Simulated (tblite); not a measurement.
# C5H12NP: the cost of one run

Programs: tblite 0.8.0 and PySCF 2.14.0, with density-fitted response routines of our own. Each step states its level of theory. These are calculated values for one molecule in the gas phase, unless marked as measured. Atoms are numbered from 0 throughout.

## 1. Starting geometry

19 atoms, charge 0, multiplicity 1; geometry from: force field or distance geometry start.

Bonds of the start (Å): C0–P1 1.63, P1–N2 1.77, N2–C3 1.41, C3–C4 1.51, N2–C5 1.41, C5–C6 1.51, C0–H7 1.10, C0–H8 1.08, C3–H9 1.12, C3–H10 1.13, C4–H11 1.14, C4–H12 1.10, C4–H13 1.10, C5–H14 1.13, C5–H15 1.13, C6–H16 1.08, C6–H17 1.14, C6–H18 1.09.

## 2. Geometry optimisation with GFN2-xTB

Job settings and geometry (Å):

```
{"job": {"kind": "relax", "xc": "GFN2-xTB", "basis": "xTB"}, "charge": 0, "multiplicity": 1}
C     -1.019500     3.220600     0.370700
P      0.112700     2.213600    -0.232000
N      0.137200     0.446200    -0.081900
C      1.455200    -0.000600     0.150300
C      1.788400    -1.382300    -0.352300
C     -0.960600    -0.171800     0.555600
C     -1.305900    -1.571300     0.100000
H     -1.881500     2.822700     0.918700
H     -0.908900     4.284900     0.208800
H      1.728800     0.137300     1.226400
H      2.105000     0.720700    -0.419300
H      2.920300    -1.362200    -0.500500
H      1.393400    -1.561800    -1.367000
H      1.550300    -2.201800     0.339600
H     -0.785300    -0.254200     1.673700
H     -1.901100     0.436000     0.379400
H     -1.237000    -1.714800    -0.969100
H     -2.407100    -1.675300     0.392800
H     -0.794000    -2.376700     0.628800
```

Launch:

```
$ OMP_NUM_THREADS=1 python probes_run.py task.json out
```

This one command runs all jobs of the session in turn.

**Question.** How long does this first job take on 1 thread of Arm Neoverse V1, shared host, and how much memory does it need?

About 1.5 s, with a peak of 0.18 GiB.
